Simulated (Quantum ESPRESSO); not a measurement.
# GaGe (F-43m) in Quantum ESPRESSO: a series of runs, part 3 of 3

Quantum ESPRESSO 7.5. Earlier steps stand in the parts before.

## (4) Phonons, LDA

pw.in reads:

```
&CONTROL
  calculation = 'scf'
  prefix = 'pwscf'
  outdir = './tmp'
  pseudo_dir = './pseudo'
  tprnfor = .true.
  tstress = .true.
  disk_io = 'low'
/
&SYSTEM
  ibrav = 0
  nat = 2
  ntyp = 2
  ecutwfc = 54
  ecutrho = 324
  nbnd = 21
  occupations = 'smearing'
  smearing = 'mp'
  degauss = 0.01469973
/
&ELECTRONS
  conv_thr = 4d-10
  electron_maxstep = 120
  mixing_beta = 0.5
/
ATOMIC_SPECIES
Ge    72.6300 Ge.LDA_PW-JTH.UPF
Ga    69.7230 Ga.LDA_PW-JTH.UPF
CELL_PARAMETERS angstrom
   0.0000000000    2.8978440000    2.8978440000
   2.8978440000    0.0000000000    2.8978440000
   2.8978440000    2.8978440000    0.0000000000
ATOMIC_POSITIONS crystal
Ge     0.0000000000    0.0000000000    0.0000000000
Ga     0.2500000000    0.2500000000    0.2500000000
K_POINTS automatic
8 8 8 0 0 0
```

relax.in reads:

```
&CONTROL
  calculation = 'vc-relax'
  prefix = 'pwscf'
  outdir = './tmp'
  pseudo_dir = './pseudo'
  tprnfor = .true.
  tstress = .true.
  disk_io = 'low'
  nstep = 40
  forc_conv_thr = 0.0001
  etot_conv_thr = 1d-06
/
&SYSTEM
  ibrav = 0
  nat = 2
  ntyp = 2
  ecutwfc = 54
  ecutrho = 324
  nbnd = 21
  occupations = 'smearing'
  smearing = 'mp'
  degauss = 0.01469973
/
&ELECTRONS
  conv_thr = 4d-10
  electron_maxstep = 120
  mixing_beta = 0.5
/
&IONS
  ion_dynamics = 'bfgs'
/
&CELL
  cell_dynamics = 'bfgs'
  press = 0
  press_conv_thr = 0.2
/
ATOMIC_SPECIES
Ge    72.6300 Ge.LDA_PW-JTH.UPF
Ga    69.7230 Ga.LDA_PW-JTH.UPF
CELL_PARAMETERS angstrom
   0.0000000000    2.8978440000    2.8978440000
   2.8978440000    0.0000000000    2.8978440000
   2.8978440000    2.8978440000    0.0000000000
ATOMIC_POSITIONS crystal
Ge     0.0000000000    0.0000000000    0.0000000000
Ga     0.2500000000    0.2500000000    0.2500000000
K_POINTS automatic
8 8 8 0 0 0
```

scf2.in reads:

```
&CONTROL
  calculation = 'scf'
  prefix = 'pwscf'
  outdir = './tmp'
  pseudo_dir = './pseudo'
  tprnfor = .true.
  tstress = .true.
  disk_io = 'low'
/
&SYSTEM
  ibrav = 0
  nat = 2
  ntyp = 2
  ecutwfc = 54
  ecutrho = 324
  nbnd = 21
  occupations = 'smearing'
  smearing = 'mp'
  degauss = 0.01469973
/
&ELECTRONS
  conv_thr = 1d-13
  electron_maxstep = 120
  mixing_beta = 0.5
  startingpot = 'file'
  startingwfc = 'file'
/
ATOMIC_SPECIES
Ge    72.6300 Ge.LDA_PW-JTH.UPF
Ga    69.7230 Ga.LDA_PW-JTH.UPF
CELL_PARAMETERS angstrom
   0.0000000000    2.8214388397    2.8214388397
   2.8214388397    0.0000000000    2.8214388397
   2.8214388397    2.8214388397    0.0000000000
ATOMIC_POSITIONS crystal
Ge     0.0000000000    0.0000000000    0.0000000000
Ga     0.2500000000    0.2500000000    0.2500000000
K_POINTS automatic
8 8 8 0 0 0
```

ph.in reads:

```
phonons of GaGe
&INPUTPH
  prefix = 'pwscf'
  outdir = './tmp'
  tr2_ph = 1d-18
  fildyn = 'dyn'
  niter_ph = 90
  alpha_mix(1) = 0.4
/
0.0000000000 0.0000000000 0.0000000000
```

dynmat.in reads:

```
&INPUT
  fildyn = 'dyn'
  asr = 'crystal'
  filout = 'dynmat.disp'
  fileig = 'dynmat.eig'
/
```

Potentials or basis: JTH 2.0 LDA.

On the command line:

```console
OMP_NUM_THREADS=1 pw.x -in pw.in > pw.out
OMP_NUM_THREADS=1 pw.x -in relax.in > relax.out
OMP_NUM_THREADS=1 pw.x -in scf2.in > scf2.out
OMP_NUM_THREADS=1 ph.x -in ph.in > ph.out
OMP_NUM_THREADS=1 dynmat.x -in dynmat.in > dynmat.out
```

pw.out:

```text
This program is part of the open-source Quantum ESPRESSO suite
     for quantum simulation of materials; please cite
         "P. Giannozzi et al., J. Phys.:Condens. Matter 21 395502 (2009);
         "P. Giannozzi et al., J. Phys.:Condens. Matter 29 465901 (2017);
         "P. Giannozzi et al., J. Chem. Phys. 152 154105 (2020);
     in publications or presentations arising from this work. More details at

     file Ge.LDA_PW-JTH.UPF: wavefunction(s)  4S 0S 4P 0P 3D 0D renormalized
     file Ga.LDA_PW-JTH.UPF: wavefunction(s)  0S 4P 0P 3D 0D renormalized
     Message from routine setup:
     using ibrav=0 with symmetry is DISCOURAGED, use correct ibrav instead

     G-vector sticks info
     --------------------
     sticks:   dense  smooth     PW     G-vecs:    dense   smooth      PW
     Sum        1345     889    265                32455    17573    2891

     Using Slab Decomposition

     bravais-lattice index     =            0
     lattice parameter (alat)  =       7.7444  a.u.
     unit-cell volume          =     328.4366 (a.u.)^3
     number of atoms/cell      =            2
     number of atomic types    =            2
     number of electrons       =        27.00
     number of Kohn-Sham states=           21
     kinetic-energy cutoff     =      54.0000  Ry
     charge density cutoff     =     324.0000  Ry
     scf convergence threshold =      4.0E-10
     mixing beta               =       0.5000
     number of iterations used =            8  plain     mixing
     Exchange-correlation= SLA PW NOGX NOGC
                           (   1   4   0   0   0   0   0)

     celldm(1)=   7.744419  celldm(2)=   0.000000  celldm(3)=   0.000000
     celldm(4)=   0.000000  celldm(5)=   0.000000  celldm(6)=   0.000000

     crystal axes: (cart. coord. in units of alat)
               a(1) = (   0.000000   0.707107   0.707107 )
               a(2) = (   0.707107   0.000000   0.707107 )
               a(3) = (   0.707107   0.707107   0.000000 )

     reciprocal axes: (cart. coord. in units 2 pi/alat)
               b(1) = ( -0.707107  0.707107  0.707107 )
               b(2) = (  0.707107 -0.707107  0.707107 )
               b(3) = (  0.707107  0.707107 -0.707107 )

     PseudoPot. # 1 for Ge read from file:
     Ge.LDA_PW-JTH.UPF
     Pseudo is Projector augmented-wave + core cor, Zval = 14.0
     Generated using ATOMPAW code
     Shape of augmentation charge: SINC**2
     Using radial grid of 1054 points,  6 beta functions with:
[... 63 lines left out ...]
        k(   28) = (  -0.7071068   0.1767767  -0.0000000), wk =   0.0468750
        k(   29) = (  -0.7071068   0.3535534   0.0000000), wk =   0.0234375

     Dense  grid:    32455 G-vectors     FFT dimensions: (  45,  45,  45)

     Smooth grid:    17573 G-vectors     FFT dimensions: (  40,  40,  40)

     Initial potential from superposition of free atoms

     starting charge      26.9971, renormalised to      27.0000
     Starting wfcs are   36 randomized atomic wfcs

     Self-consistent Calculation

     iteration #  1     ecut=    54.00 Ry     beta= 0.50
     Davidson diagonalization with overlap
     ethr =  1.00E-02,  avg # of iterations =  6.3

     Threshold (ethr) on eigenvalues was too large:
     Diagonalizing with lowered threshold

     Davidson diagonalization with overlap
     ethr =  6.11E-05,  avg # of iterations =  5.9

     total energy              =    -582.11145717 Ry
     estimated scf accuracy    <       0.01709353 Ry
[... 50 lines left out ...]
     iteration #  9     ecut=    54.00 Ry     beta= 0.50
     Davidson diagonalization with overlap
     ethr =  2.53E-12,  avg # of iterations =  2.1

     End of self-consistent calculation

          k = 0.0000 0.0000 0.0000 (  2229 PWs)   bands (ev):

   -16.6987 -16.6987 -16.6987 -16.6786 -16.6786  -7.0995  -7.0995  -7.0995
    -7.0391  -7.0391  -3.2517   9.0100   9.0100   9.0100   9.1748  11.6785
    11.6785  11.6785  14.8826  18.1475  18.1476
[... 111 lines left out ...]
   -16.7000 -16.6949 -16.6941 -16.6794 -16.6763  -7.1390  -7.0730  -7.0682
    -7.0496  -7.0361  -0.3337   1.6871   4.8030   6.5077  10.0705  12.8703
    15.9553  16.1638  16.7633  18.3787  21.9458

          k =-0.7071 0.0000 0.0000 (  2200 PWs)   bands (ev):

   -16.7021 -16.6933 -16.6933 -16.6805 -16.6753  -7.1481  -7.0632  -7.0632
    -7.0579  -7.0321  -0.2507   1.4661   6.0753   6.0753   9.6104   9.7156
    18.2319  18.2319  19.4102  20.6494  21.2591

          k = 0.3536 0.1768 0.0000 (  2194 PWs)   bands (ev):
[... 31 lines left out ...]
   -16.6983 -16.6969 -16.6942 -16.6787 -16.6769  -7.1335  -7.0787  -7.0712
    -7.0452  -7.0385  -0.6762   2.0905   4.8535   6.4077  11.5626  13.3751
    13.6636  15.5942  16.8467  18.2828  21.6344

          k =-0.7071 0.1768-0.0000 (  2214 PWs)   bands (ev):

   -16.7009 -16.6946 -16.6933 -16.6799 -16.6758  -7.1431  -7.0692  -7.0657
    -7.0527  -7.0344  -0.2122   1.5383   5.5726   5.6296  10.7624  10.8828
    16.2561  16.3763  19.2582  19.9966  21.1768

          k =-0.7071 0.3536 0.0000 (  2208 PWs)   bands (ev):

   -16.6985 -16.6970 -16.6933 -16.6791 -16.6765  -7.1371  -7.0763  -7.0670
    -7.0473  -7.0380  -0.1723   1.6179   5.1747   5.2869  13.0286  13.1053
    13.3932  13.7730  19.2933  19.9726  21.1700

     the Fermi energy is     7.3171 ev

!    total energy              =    -582.11168539 Ry
     total all-electron energy =      -582.111685 Ry
     estimated scf accuracy    <          6.2E-12 Ry
     smearing contrib. (-TS)   =       0.00020507 Ry
     internal energy E=F+TS    =    -582.11189046 Ry

     The total energy is F=E-TS. E is the sum of the following terms:
     one-electron contribution =    -265.57310458 Ry
     hartree contribution      =      99.05785111 Ry
     xc contribution           =     -35.26081736 Ry
     ewald contribution        =    -179.44961200 Ry
     one-center paw contrib.   =    -200.88620763 Ry

     convergence has been achieved in   9 iterations

     Forces acting on atoms (cartesian axes, Ry/au):

     atom    1 type  1   force =    -0.00000000    0.00000000    0.00000000
     atom    2 type  2   force =     0.00000000    0.00000000    0.00000000

     Total force =     0.000000     Total SCF correction =     0.000000

     Computing stress (Cartesian axis) and pressure

          total   stress  (Ry/bohr**3)                   (kbar)     P=      -40.98
  -0.00027854  -0.00000000  -0.00000000          -40.98       -0.00       -0.00
  -0.00000000  -0.00027854  -0.00000000           -0.00      -40.98       -0.00
  -0.00000000  -0.00000000  -0.00027854           -0.00       -0.00      -40.98

=------------------------------------------------------------------------------=
   JOB DONE.
=------------------------------------------------------------------------------=
```

relax.out:

```text
This program is part of the open-source Quantum ESPRESSO suite
     for quantum simulation of materials; please cite
         "P. Giannozzi et al., J. Phys.:Condens. Matter 21 395502 (2009);
         "P. Giannozzi et al., J. Phys.:Condens. Matter 29 465901 (2017);
         "P. Giannozzi et al., J. Chem. Phys. 152 154105 (2020);
[... 731 lines left out ...]
   0.00000000  -0.00000149   0.00000000            0.00       -0.22        0.00
   0.00000000   0.00000000  -0.00000149            0.00        0.00       -0.22

=------------------------------------------------------------------------------=
   JOB DONE.
=------------------------------------------------------------------------------=
```

Wall time 15 min (1 thread of Arm Neoverse V1, shared host); peak memory 0.17 GiB.

What came out:

```yaml
Free_energy: -7920.0838 eV
Relaxed_volume: 22.46 Å³/atom
Relaxed_cell: a = 3.990 Å, b = 3.990 Å, c = 3.990 Å, α = 60.00°, β = 60.00°, γ = 60.00°
Space_group_after_relaxing_to_0.05_Å: F-43m (No. 216)
Pressure_after_relaxing: 0.0 GPa
Band_gap_on_the_k_mesh: none (metal or under the smearing width)
Highest_phonon_frequency_at_Γ: 218 cm⁻¹
```

Step by step:
| step | energy change (eV) | largest force (eV/Å) | pressure (GPa) | volume (Å³) |
| --- | --- | --- | --- | --- |
| 1 | 0.0000 | 0.0000 | -4.10 | 48.67 |
| 2 | -0.0230 | 0.0000 | -3.23 | 47.66 |
| 3 | -0.0452 | 0.0000 | -1.57 | 46.17 |
| 4 | -0.0515 | 0.0000 | 0.10 | 44.85 |
| 5 | -0.0515 | 0.0000 | -0.01 | 44.93 |
| 6 | -0.0515 | 0.0000 | 0.00 | 44.92 |

Final structure:
```
Ge Ga
1.0
     0.00000    2.82144    2.82144
     2.82144    0.00000    2.82144
     2.82144    2.82144    0.00000
Ge Ga
1 1
Direct
  0.00000 0.00000 0.00000
  0.25000 0.25000 0.25000
```

Levels at points of the mesh, in eV from the Fermi level:
| k point | band 12 | band 13 | band 14 | band 15 | band 16 | band 17 |
| --- | --- | --- | --- | --- | --- | --- |
| (0.00, 0.00, 0.00) | 1.87 | 1.87 | 1.87 | 2.67 | 4.55 | 4.55 |
| (0.00, 0.00, -0.50) | -5.66 | 0.43 | 0.43 | 2.36 | 5.55 | 5.55 |
| (0.00, -0.50, -0.50) | -6.04 | -1.36 | -1.36 | 2.33 | 2.49 | 11.71 |

Phonon frequencies in cm⁻¹ (negative: imaginary):
| q point | frequencies |
| --- | --- |
| (0.000, 0.000, 0.000) | 1 1 1 218 218 218 |

Optical modes at Γ, degenerate ones joined:
| cm⁻¹ | components | symmetry | active in |
| --- | --- | --- | --- |
| 218 | 3 | T2 | IR and Raman |

## (5) Overview

```tsv
level	potentials or basis	cutoff (eV)	smearing	form of the LDA correlation	gap on the mesh (eV)	pressure (GPa)
PBEsol	PseudoDojo 0.4.1 SR PBEsol standard	1088	gaussian 0.136 eV	-	none	0.0
PBE	JTH 2.0 PBE	735	cold 0.136 eV	-	none	0.0
LDA	JTH 2.0 LDA	735	methfessel-paxton 0.2 eV	PW92	none	0.0
```

Alike in all rows: task phonons; no spin polarisation; cell relaxed; k mesh 8 × 8 × 8.

Total energies depend on the potentials used, so only differences within one code and one set of settings carry meaning.
